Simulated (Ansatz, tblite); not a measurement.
CdSe: GFN1-xTB, run from Python

These are simulated results from tblite 0.8.0, not measurements. The cell was built from a prototype and was relaxed with r2SCAN in plane waves (Ansatz 0.2.0). Not every such cell is a known phase. All runs are without spin polarisation.

Space group P6_3mc (No. 186), hexagonal; a = 4.341 Å, c = 7.077 Å in the conventional setting, 28.87 Å³ an atom. Cd is surrounded by 4 Se at 2.66 Å; Se is surrounded by 4 Cd at 2.66 Å.

tblite solves periodic systems at the zone centre alone, so the script builds a cluster of 3×3×2 conventional cells (72 atoms), which folds in a coarse mesh of k points.

run.py reads:

```python
import json
from ase import Atoms
from ase.build import make_supercell
from ase.units import Bohr, GPa, Hartree
from tblite.interface import Calculator

atoms = Atoms(['Cd', 'Cd', 'Se', 'Se'],
              cell=[[4.34072367, 0.0, 0.0], [-2.17036183, 3.75917697, 0.0], [0.0, 0.0, 7.07664598]],
              scaled_positions=[[0.333333333, 0.666666667, -0.000476004], [0.666666667, 0.333333333, 0.499523996], [0.333333333, 0.666666667, 0.375476004], [0.666666667, 0.333333333, 0.875476004]],
              pbc=True)
cluster = make_supercell(atoms, [[3, 0, 0], [0, 3, 0], [0, 0, 2]])
calc = Calculator('GFN1-xTB', cluster.numbers, cluster.positions / Bohr, lattice=cluster.cell[:] / Bohr, periodic=cluster.pbc)
calc.set('temperature', 0.02 / Hartree)
calc.set('max-iter', 150)
res = calc.singlepoint()
levels = res.get('orbital-energies') * Hartree
nv = round(res.get('orbital-occupations').sum() / 2)
cells = len(cluster) // len(atoms)
out = {'energy_per_cell': res.get('energy') * Hartree / cells, 'homo': levels[nv - 1], 'lumo': levels[nv],
       'stress': (-res.get('virial') * Hartree / cluster.get_volume() / GPa).tolist(), 'charges': res.get('charges')[:len(atoms)].tolist(), 'electrons': 2 * nv / cells}
json.dump(out, open('results.json', 'w'))
for key, value in out.items():
    print(key, value)
```

Command: `python run.py`. It took 2.5 s on 1 thread of Arm Neoverse V2 (shared host), peak memory 0.12 GiB.

Output:

```
------------------------------------------------------------
  cycle        total energy    energy error   density error
------------------------------------------------------------
      1     -152.7423936055  -1.5231434E+02   4.9376582E-01
      2     -149.8092929085   2.9331007E+00   3.3865877E-01
      3     -148.4705316213   1.3387613E+00   3.8920372E-01
      4     -154.2356366572  -5.7651050E+00   3.0953812E-02
      5     -154.2355782367   5.8420435E-05   3.8472506E-03
      6     -154.2353509984   2.2723835E-04   3.5129241E-03
      7     -154.2357014332  -3.5043484E-04   1.0214349E-03
      8     -154.2357143186  -1.2885353E-05   6.1983923E-04
      9     -154.2357273736  -1.3054985E-05   5.0737781E-05
     10     -154.2357274059  -3.2346009E-08   2.9577824E-05
     11     -154.2357274356  -2.9666637E-08   1.8668882E-05
------------------------------------------------------------

 total:                                   1.986 sec
energy_per_cell -233.16488433323573
homo -9.684785105720586
lumo -9.68478510468011
stress [[1.7122571530567803, 2.517907777614632e-05, 5.467818095942858e-07], [2.5179077776168376e-05, 1.7122862466109916, -3.1568462403485273e-07], [5.467818095923298e-07, -3.156846240368296e-07, 0.8375837642231772]]
charges [0.12761703578895678, 0.12762814968358227, -0.12764642318180086, -0.12767115202919047]
electrons 16.0
```

The cycle table is in hartree for the whole cluster, and the lines after it are in eV (the energy for one cell). The printed stress is in GPa and positive in compression, and the pressure is its mean diagonal.

GFN1-xTB gives no gap at the points read. On the same cell, plane-wave PBE (Ansatz, 12×12×4 k points and the special points) gives a gap of 0.61 eV and r2SCAN a gap of 1.11 eV; on shared hosts these took about 25 and 54 core-seconds on the 4-atom cell, against 2.5 for the script. Semilocal gaps usually lie below measured ones. This method closes a gap that PBE finds, a failure in kind.

The same script was run on cells scaled at fixed shape and fractional coordinates:

| volume (Å³/atom) | energy (meV/atom) | pressure (GPa, positive in compression) | gap (eV) |
| --- | --- | --- | --- |
| 25.40 | 101.4 | 8.77 | 0.01 |
| 27.14 | 31.0 | 4.49 | 0.00 |
| 28.87 | 0.0 | 1.42 | 0.00 |
| 30.60 | -2.5 | -0.85 | 0.00 |
| 32.33 | 16.2 | -2.54 | 0.00 |

A Birch-Murnaghan fit puts the minimum at 29.89 Å³/atom, 3.5 % above the given cell, with a bulk modulus of 37.9 GPa at fixed shape.

xTB was fitted mostly to molecules, and a small cluster samples few k points, so gaps, pressures and kinks along a curve can be far from a solid's.

The runs are scalar-relativistic, without spin-orbit coupling.
